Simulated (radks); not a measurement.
# Rh²⁺ in [Kr] 4d7: an all-electron calculation

What are the levels of the rhodium ion Rh2+, how large are its shells, and how does its energy divide?

Program: radks (a radial shooting solver on a logarithmic mesh, Libxc functionals) version 1. Level of theory: Dirac Kohn-Sham, PBE, spin-unpolarised, spherical densities, finite nucleus; open shells fill j = l - 1/2 first. These are calculated values, not measurements, unless marked.

### Step 1. The system

- element: rhodium (Z = 45)
- charge: +2
- electrons: 43
- configuration: [Kr] 4d7
- nuclear rms radius: 4.4945 fm

### Step 2. The run

The run's settings:

```text
Z 45
configuration [Kr] 4d7
relativity Dirac
functional pbe,pbe
spin unpolarised
j_filling energy
nucleus finite rms 4.4945 fm
c 137.035999084
```

Started as:

```
$ python run_ks.py task.json out
```

All runs below come from this command, one after another.

**Question.** What will this run give?

**Answer**, as computed:

| quantity | value |
| --- | --- |
| total energy | -4783.96949 hartree |
| exchange-correlation share of it | 2.89 % |
| −T/E | 1.0425 |
| highest occupied level | 4d5/2, -25.508 eV |
| most extended occupied level | 4d5/2, <r> = 1.45 bohr |
| radius at density 0.001 e/bohr³ | 3.43 bohr |
| maxima of the radial density | 4 |
| ionisation energy, NIST | 31.060 (semi-emp.) eV |

What this shows: The radial density shows 4 maxima for 4 occupied principal shells. Relativity lifts −T/E to 1.043. The top level binds by 25.508 eV, 82 % of the NIST ionisation energy of 31.060 eV; the potential of a semilocal functional falls off too fast, so its top eigenvalue is too shallow. Spin polarisation and multiplet splitting are left out.
